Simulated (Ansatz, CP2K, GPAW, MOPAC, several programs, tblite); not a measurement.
# BaZnPF (P4/nmm) from semi-empirical methods to plane-wave DFT

BaZnPF (from a published structure), relaxed with r2SCAN in Ansatz, was computed with several methods. The symmetry is P4/nmm (No. 129, tetragonal); a = 4.142 Å, c = 9.493 Å in the conventional setting, 20.36 Å³ an atom. Ba is surrounded by 4 F at 2.62 Å and 4 P at 3.41 Å; Zn is surrounded by 4 P at 2.50 Å; P is surrounded by 4 Zn at 2.50 Å and 4 Ba at 3.41 Å; F is surrounded by 4 Ba at 2.62 Å. Computed at 0 K without zero-point motion; spin polarisation is off.

```
Ba Zn P F
1.0
     4.14226    0.00000    0.00000
     0.00000    4.14226    0.00000
     0.00000    0.00000    9.49337
Ba Zn P F
2 2 2 2
Direct
  0.50000 0.00000 0.33119
  0.00000 0.50000 0.66881
  0.50000 0.50000 0.00000
  0.00000 0.00000 0.00000
  0.00000 0.50000 0.14688
  0.50000 0.00000 0.85312
  0.50000 0.50000 0.50000
  0.00000 0.00000 0.50000
```

Gaps and times are for a single point on this cell; volume and bulk modulus come from each method's own relaxation or energy curve at fixed shape, which is too stiff where a cell has free coordinates or axes. Times are rough, from shared hosts (Arm Neoverse V2), and each method has its own mesh and cell size. A dagger marks a closed or tiny gap in a crystal that DFT finds insulating: a failure of the method or a wrong SCF state. A double dagger marks a value from a curve with shape and coordinates held. PM6 (MOPAC): levels, charges or heat of formation failed a check of plausibility, so no values are given. PM6 (MOPAC), PM7 (MOPAC), GFN2-xTB (tblite) treat a cluster of cells at its zone centre, which samples few k points: where these miss a band edge, the gap comes out too large for that reason alone. Gaps from k meshes are read at a limited set of points (mesh, symmetry points, PBE's band edges), so each method's own least gap may be somewhat smaller. xTB and the PM methods were fitted mostly to molecules, and can miss a solid's gap by electronvolts. Minimal bases can be far off for gaps. GLLB-SC's gap includes the derivative discontinuity. d marks a direct gap, i an indirect one (no mark: not told apart), a dash a value that wasn't computed or didn't pass its checks.

```
                          method              kind  gap (eV)  own volume (Å³/atom)  bulk modulus (GPa)  atoms computed  processor time
                     PM7 (MOPAC)    semi-empirical      2.50                     –                   –              32           1.4 s
light PBE (260 eV, its own mesh)  light plane-wave    0.36 d                     –                   –               8           2.4 s
               GFN2-xTB (tblite)     tight binding     0.00†                     –                   –              32           2.7 s
                     PM6 (MOPAC)    semi-empirical         –                     –                   –              32           3.4 s
                             PBE         semilocal    0.43 d                 20.71                 62‡               8            17 s
                  PBE/SZV (CP2K)       small basis    1.87 d                     –                   –               8            23 s
                          r2SCAN         semilocal    0.72 d                 20.36                 69‡               8            34 s
                  GLLB-SC (GPAW)   model potential      0.83                     –                   –               8            47 s
                 PBE/DZVP (CP2K)       small basis    0.53 d                21.28‡                 61‡               8            52 s
```

Against r2SCAN (0.72 eV) and with closed or daggered gaps left aside, the nearest gap at the points sampled is that of GLLB-SC (GPAW) (+0.11 eV) and the farthest that of PM7 (MOPAC) (+1.78 eV). r2SCAN is only a yardstick of convenience: semilocal gaps usually lie below measured ones, which GLLB-SC and hybrids aim to mend.

Volumes against r2SCAN's: PBE +1.7 %.

Runs without a result: GFN1-xTB (tblite) (single point).

Spin-orbit coupling is left out.
